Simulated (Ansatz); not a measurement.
**AlBFH₄NO: how energies converge with the basis set**

One table from this session's results is given with a row withheld; the runs are named, their logs left out.

Computed with Ansatz 0.2.0, Gaussian basis. Level: one geometry, several basis sets.

Plan: PBE0-D4/def2-SVP; ωB97M-V/def2-SVP; PBE0-D4/def2-QZVPP; ωB97M-V/def2-QZVPP; the functionals' def2-TZVPP values are taken from earlier runs.

## The relaxed structure

The geometry comes from an earlier relaxation with PBE0-D4 in a triple-zeta def2 set; it is a stationary point, not always the lowest conformer.

SMILES `OB(F)[NH][AlH2]`, 9 atoms, charge 0, spin multiplicity 1.

Atoms are counted from 1 here; the program's logs count them from 0.

Bond lengths: O1–B2 1.363 Å, O1–H6 0.960 Å, B2–F3 1.346 Å, B2–N4 1.414 Å, N4–Al5 1.793 Å, N4–H7 1.011 Å, Al5–H8 1.583 Å, Al5–H9 1.577 Å. Angles: B2–O1–H6 112.5°, O1–B2–F3 118.7°, O1–B2–N4 121.7°, F3–B2–N4 119.6°, B2–N4–Al5 129.7°, B2–N4–H7 112.8°, Al5–N4–H7 117.5°, N4–Al5–H8 115.7°, N4–Al5–H9 120.0°, H8–Al5–H9 124.3°.

The first run:

in.yaml

```yaml
crystal:
  periodic: [false, false, false]
  atoms:
    - {symbol: O, position_ang: [1.544528, 1.102875, -1.280216]}
    - {symbol: B, position_ang: [0.430166, 0.771050, -0.568523]}
    - {symbol: F, position_ang: [-0.569544, 1.668285, -0.477207]}
    - {symbol: N, position_ang: [0.303230, -0.484016, 0.069926]}
    - {symbol: Al, position_ang: [-1.047719, -1.140487, 1.049326]}
    - {symbol: H, position_ang: [1.491508, 1.984059, -1.657102]}
    - {symbol: H, position_ang: [1.111934, -1.075882, -0.065400]}
    - {symbol: H, position_ang: [-0.838126, -2.604089, 1.614106]}
    - {symbol: H, position_ang: [-2.337379, -0.267992, 1.297890]}
basis:
  gaussian: {orbitals: def2-SVP}
hamiltonian: {xc: pbe0, dispersion: d4}
output: {orbitals: {seedname: orbitals}}
```

On the command line:

```console
$ ansatz run in.yaml --threads 2 --pin off --events-out ev --progress --plain --max-ram 4352MiB
```

Steps of the session up to this table: PBE0-D4 in def2-SVP; ωB97M-V in def2-SVP; PBE0-D4 in def2-QZVPP; ωB97M-V in def2-QZVPP.

One of the session's tables, all rows but one given; the rest of the session is left out.

It belongs to the step «Density functionals: the series». 

| functional | basis | HOMO (eV) |
| --- | --- | --- |
| PBE0-D4 | def2-SVP | -8.14 |
| PBE0-D4 | def2-TZVPP | -8.31 |
| PBE0-D4 | def2-QZVPP | ? |
| ωB97M-V | def2-SVP | -10.45 |
| ωB97M-V | def2-TZVPP | -10.66 |
| ωB97M-V | def2-QZVPP | -10.69 |

Estimate the missing values for PBE0-D4, def2-QZVPP.

As computed: HOMO (eV): -8.33. In the column «HOMO (eV)» it lies between ωB97M-V, def2-SVP (-10.45) and PBE0-D4, def2-TZVPP (-8.31).
